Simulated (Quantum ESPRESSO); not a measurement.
The system is RuAu.

```
Ru Au
1.0
     3.16481    0.00000    0.00000
     0.00000    3.16481    0.00000
     0.00000    0.00000    3.16481
Ru Au
1 1
Direct
  0.00000 0.00000 0.00000
  0.50000 0.50000 0.50000
```

The cell was built by a generator and needn't be a form met in nature.

Base run:

* Program: Quantum ESPRESSO 7.5
* Functional: PBE
* Potentials or basis: PseudoDojo 0.4.1 SR PBE standard
* Cutoff: 1143 eV
* Density cutoff: 4572 eV
* k mesh: 8 × 8 × 8
* Occupations: fermi-dirac, width 0.05 eV
* Spin: no spin polarisation

Its results: band gap on the k mesh none (metal or under the smearing width); pressure 0.3 GPa.

The run is repeated on the same cell with these changes: potentials or basis from PseudoDojo 0.4.1 SR PBE standard to PseudoDojo 0.4 FR PBE standard; spin from no spin polarisation to spin-orbit coupling, no magnetisation. What comes out?

Band gap on the k mesh none (metal or under the smearing width); pressure -0.1 GPa.

Caveats: spin-orbit coupling is left out, which moves the levels of the heavy elements (some runs).
